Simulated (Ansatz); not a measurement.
# V2N3: the cost of one run

Program: Ansatz 0.2.0. Level of theory: DFT r2SCAN, scalar-relativistic, plane waves, PAW. These are calculated values, not measurements.

2 further runs of the same task are left out: 1 that didn't finish, 1 set aside as unsound or not needed.

### 1 Starting point

It takes space group P-3m1 (No. 164, trigonal). Conventional cell: a = 2.806 Å, b = 2.806 Å, c = 6.218 Å, α = 90.00°, β = 90.00°, γ = 120.00°. V (site symmetry 3m) is surrounded by 6 N at 2.01 to 2.05 Å. N (site symmetry -3m) has 6 V at 2.05 Å as nearest neighbours. Around N (site symmetry 3m) lie 1 N at 1.34 Å.

Coordinates:

```cif
data_structure
_symmetry_space_group_name_H-M 'P 1'
_symmetry_Int_Tables_number 1
_cell_length_a 2.8061
_cell_length_b 2.8061
_cell_length_c 6.2180
_cell_angle_alpha 90.000
_cell_angle_beta 90.000
_cell_angle_gamma 120.000
_cell_volume 42.40
loop_
_atom_site_label
_atom_site_type_symbol
_atom_site_fract_x
_atom_site_fract_y
_atom_site_fract_z
_atom_site_occupancy
V1 V 0.66667 0.33333 0.29910 1
V2 V 0.33333 0.66667 0.70090 1
N1 N 0.00000 0.00000 0.50000 1
N2 N 0.00000 0.00000 0.10788 1
N3 N 0.00000 0.00000 0.89212 1
```

It goes back to an entry of the Materials Project, which need not be the stable form.

This cell was relaxed beforehand with the same method: volume 8.48 Å³/atom, gap on the mesh none (metal), site moments up to 0.4 μB.

### 2 Point at V/V0 = 0.97

input.yaml reads:

```yaml
crystal:
  lattice:
    - [2.7777934446, 0.0, 0.0]
    - [-1.3888967223, 2.4056396895, 0.0]
    - [0.0, 0.0, 6.1551509885]
  atoms:
    - { symbol: V, position: [0.6666666667, 0.3333333333, 0.2990993829], spin: 0.42 }
    - { symbol: V, position: [0.3333333333, 0.6666666667, 0.7009006171], spin: 0.42 }
    - { symbol: "N", position: [0.0, 0.0, 0.5] }
    - { symbol: "N", position: [0.0, 0.0, 0.1078822868] }
    - { symbol: "N", position: [0.0, 0.0, 0.8921177132] }
basis:
  ecutwfc: 500
kpoints:
  mp_grid: { grid: [12, 12, 6] }
hamiltonian:
  xc: r2scan
scf:
  occupations: { method: gaussian, width: 0.1 }
output:
  forces: true
  stress: true
  eigenvalues: true
  populations: true
  write_density: true
  write_potential: true
  elf: true
  volumetric_format: npy
magnetization:
  spin_polarized: true
relax:
  adjacent_minimum: "off"
  f_tol: 0.01
  max_steps: 30
  cell: { stress_tol: 0.1, fix: [volume] }
```

The run is started by

```sh
$ ansatz run input.yaml --threads 1 --pin off --max-ram 2560MiB --backend cpu --events-out ev --progress --plain --runs-dir out
```

What time and memory should one allow on 1 thread of AMD EPYC 7R43 (Zen 3), shared host?

About 2.4 min, with a peak of 0.68 GiB.
